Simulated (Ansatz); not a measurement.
# C2H6BFO: small, medium and large basis sets

Aim: see how fast density functionals converge with the basis set for C2H6BFO.

Computed with Ansatz 0.2.0, Gaussian basis. Level: one geometry, several basis sets.

The runs, in order: PBE0-D4/def2-SVP; ωB97M-V/def2-SVP; PBE0-D4/def2-QZVPP; ωB97M-V/def2-QZVPP; the functionals' def2-TZVPP values are taken from earlier runs.

**1. The relaxed structure**

The geometry comes from an earlier relaxation with PBE0-D4 in a triple-zeta def2 set; it is a stationary point, not always the lowest conformer.

SMILES `BC(F)CO`, 11 atoms, charge 0, spin multiplicity 1.

Atoms are counted from 1 here; the program's logs count them from 0.

Bond lengths: B1–C2 1.611 Å, B1–H6 1.196 Å, B1–H7 1.205 Å, C2–F3 1.394 Å, C2–C4 1.509 Å, C2–H8 1.091 Å, C4–O5 1.472 Å, C4–H9 1.090 Å, C4–H10 1.091 Å, O5–H11 0.962 Å. Angles: C2–B1–H6 120.3°, C2–B1–H7 115.4°, H6–B1–H7 117.9°, B1–C2–F3 115.3°, B1–C2–C4 89.7°, B1–C2–H8 119.4°, F3–C2–C4 110.2°, F3–C2–H8 107.2°, C4–C2–H8 114.1°, C2–C4–O5 97.1°, C2–C4–H9 115.7°, C2–C4–H10 113.4°, O5–C4–H9 109.0°, O5–C4–H10 109.5°, H9–C4–H10 111.1°, C4–O5–H11 112.2°.

**2. PBE0-D4 in def2-SVP**

Contents of in.yaml:

```yaml
crystal:
  periodic: [false, false, false]
  atoms:
    - {symbol: B, position_ang: [-0.377457, 0.639294, 0.928328]}
    - {symbol: C, position_ang: [0.906920, 0.400834, -0.013871]}
    - {symbol: F, position_ang: [1.225847, 1.456866, -0.865484]}
    - {symbol: C, position_ang: [0.147033, -0.663920, -0.765408]}
    - {symbol: O, position_ang: [-1.199778, -0.284799, -0.308178]}
    - {symbol: H, position_ang: [-0.896899, 1.715591, 0.978039]}
    - {symbol: H, position_ang: [-0.438757, -0.062337, 1.906579]}
    - {symbol: H, position_ang: [1.839859, 0.052302, 0.431558]}
    - {symbol: H, position_ang: [0.185853, -0.594087, -1.852706]}
    - {symbol: H, position_ang: [0.374841, -1.676076, -0.429439]}
    - {symbol: H, position_ang: [-1.702161, -1.040468, 0.011183]}
basis:
  gaussian: {orbitals: def2-SVP}
hamiltonian: {xc: pbe0, dispersion: d4}
output: {orbitals: {seedname: orbitals}}
```

On the command line:

```sh
ansatz run in.yaml --threads 4 --pin off --events-out ev --progress --plain --max-ram 10444MiB
```

Further steps of the session: ωB97M-V in def2-SVP; PBE0-D4 in def2-QZVPP; ωB97M-V in def2-QZVPP.

Before running them: what should the planned runs give, taken together? Wanted: PBE0-D4: double and triple zeta above quadruple; ωB97M-V: double and triple zeta above quadruple.

The runs gave:

| quantity | value |
| --- | --- |
| PBE0-D4: double and triple zeta above quadruple | 9.33, 0.42 eV |
| ωB97M-V: double and triple zeta above quadruple | 9.62, 0.40 eV |

In words: PBE0-D4 gains 8.91 eV from double to triple zeta, then 0.42 eV more. Total energies overstate the basis error of differences, where much of it tends to cancel. The LUMO of ωB97M-V is positive and keeps falling with the basis (2.10 to 0.84 eV): an unbound level that the basis holds in place.
